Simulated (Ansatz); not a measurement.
# Si: the cost of one run

Program: Ansatz 0.2.0 through its Python package. Level of theory: DFT LDA, plane waves, PAW. These are calculated values, not measurements.

**1. The system**

Symmetry: I4/mmm, No. 139, tetragonal system. Conventional cell: a = 3.254 Å, b = 3.254 Å, c = 2.641 Å, α = 90.00°, β = 90.00°, γ = 90.00°. Si (site symmetry 4/mmm) has 10 Si at 2.64 to 2.65 Å as nearest neighbours.

No structure file is read: the coordinates are typed or built in the script.

**2. Script**

Input file si.py:

```python
# -*- coding: utf-8 -*-
'''A biaxial strain scan of Si.'''

import warnings

import ansatz as az
import numpy as np
from tabulate import tabulate

VECTORS = np.array([
    [-1.62691493, 1.62691493, 1.32032985],
    [1.62691493, -1.62691493, 1.32032985],
    [1.62691493, 1.62691493, -1.32032985],
])
SITES = [
    ('Si', (0.0, 0.0, 0.0)),
]


def make_crystal(cell):
    crystal = az.Crystal(lattice=az.Lattice.of(cell))
    for symbol, position in SITES:
        crystal = crystal.atom(symbol, position)
    return crystal


def main():
    warnings.simplefilter('ignore', az.DeckWarning)

    # clamped ions: the fractional positions stay as typed
    values = np.linspace(-0.03, 0.03, 7)
    energies = []
    for d in values:
        strain = np.diag([d, d, 0])
        cell = VECTORS @ (np.eye(3) + strain)
        setup = (
            make_crystal(cell).calculation()
            .functional('lda')
            .basis(20 * az.Ry, xc_grid=1)
            .occupations('cold', width=0.3)
            .scf(max_iterations=150)
            .kpoints(17, 17, 17)
        )
        r = setup.run().report
        energies.append(r['free_energy_ev'] / len(SITES))
        print(f'd = {d:+.4f}  F = {energies[-1]:.5f} eV/atom')
    energies = np.array(energies)

    print(tabulate(zip(values, 1000 * (energies - energies.min())), headers=['strain', 'dE (meV/atom)'], floatfmt='.3f'))
    curvature = 2 * np.polyfit(values, energies, 3)[1]
    volume = abs(np.linalg.det(VECTORS)) / len(SITES)
    print(f'd2E/dd2 over the volume: {curvature / volume * 160.21766:.1f} GPa')


if __name__ == '__main__':
    main()
```

**3. What the engine is handed**

The engine receives this input (first run):

```yaml
crystal:
  lattice:
    - [-1.5781074821, 1.5781074821, 1.32032985]
    - [1.5781074821, -1.5781074821, 1.32032985]
    - [1.5781074821, 1.5781074821, -1.32032985]
  atoms:
    - { symbol: Si, position: [0.0, 0.0, 0.0] }
basis:
  ecutwfc: 272.11386245988
  xc_grid: 1
kpoints:
  mp_grid:
    grid: [17, 17, 17]
hamiltonian:
  xc: lda
scf:
  max_iter: 150
  occupations:
    method: cold
    width: 0.3
```

**4. Running it**

Run with:

```sh
$ python si.py
```

**Question.** How long does this script take on 1 thread of Arm Neoverse V1, shared host, and how much memory does it need?

About 12 s, with a peak of 0.34 GiB.
